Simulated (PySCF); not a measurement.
The system is NGeH3, in a box.

```
N Ge H
1.0
    11.00000    0.00000    0.00000
     0.00000   13.00000    0.00000
     0.00000    0.00000   10.00000
N Ge H
1 1 3
Direct
  0.49484 0.44343 0.51647
  0.59189 0.55538 0.53128
  0.51697 0.37555 0.55036
  0.41413 0.44239 0.46889
  0.49311 0.62926 0.45391
```

The cell isn't the ideal one: atoms moved at random, drawn with an rms of 0.05 Å.

Base run:

| Quantity | Value |
| --- | --- |
| Program | PySCF 2.14.0 |
| Functional | PBE |
| Potentials or basis | pob-tzvp-rev2 (all-electron) |
| k mesh | 1 × 1 × 1 |
| Occupations | fixed |
| Spin | no spin polarisation |

Its results: gap between the frontier levels 3.20 eV.

Task: After a change of settings the same cell gave: gap between the frontier levels 7.25 eV. Which change was it?
A. functional from PBE to TPSSh; dispersion from none to D3(BJ)
B. functional from PBE to BHandHLYP
C. functional from PBE to BLYP; dispersion from none to D3(OP)

Result: B.

BHandHLYP gives the wider gap, since exact exchange removes part of the self-interaction.

Caveats: this is a molecule in a periodic box at the Γ point, so its band gap is the HOMO-LUMO gap; relativity is left out, which matters for the heavier elements; the basis of atomic orbitals isn't converged, which shifts pressures, moduli and gaps; this basis is made for solids and lacks diffuse functions, so gaps of a molecule come out too wide by an eV or more.
